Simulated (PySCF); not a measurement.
# C3H9BiO (BiMe2(OMe)): the cost of one run

Programs: PySCF 2.14.0, with routines of our own; each step states its level. All values are computed. Atoms count from 0.

## Step 1: The system as given

14 atoms, charge 0, multiplicity 1; geometry from: GFN2-xTB.

## Step 2: Optimising the geometry at PBE0-D3(BJ)/def2-SVP

Job settings and geometry (Å):

```
{"job": {"xc": "PBE0", "basis": "def2-SVP", "d3": "d3bj", "grid": 1, "maxiter": 30, "shake": 0.03, "kind": "geom"}, "charge": 0, "multiplicity": 1}
Bi     0.357910     0.368700     1.010700
C      2.080560     0.382020    -0.361470
H      2.379880     1.393790    -0.582410
H      1.878470    -0.063040    -1.285440
H      2.890100    -0.202150     0.053810
C     -0.706900     1.992080    -0.336320
H     -0.040990     2.849830    -0.412610
H     -1.617270     2.273690     0.046590
H     -0.821540     1.540310    -1.242510
O     -0.630080    -1.179830    -0.065230
C     -1.298150    -2.155130     0.678420
H     -0.574470    -2.670460     1.357830
H     -1.763350    -2.844110    -0.082990
H     -2.153610    -1.729500     1.264830
```

The run is started by

```console
$ OMP_NUM_THREADS=1 python heavy_run.py task.json out
```

One launch serves the whole session: the jobs run in the order shown.

Q: Estimate the wall time and peak memory of this first job on 1 thread of Intel Xeon Platinum 8488C, shared host.

About 56 s, with a peak of 0.53 GiB.
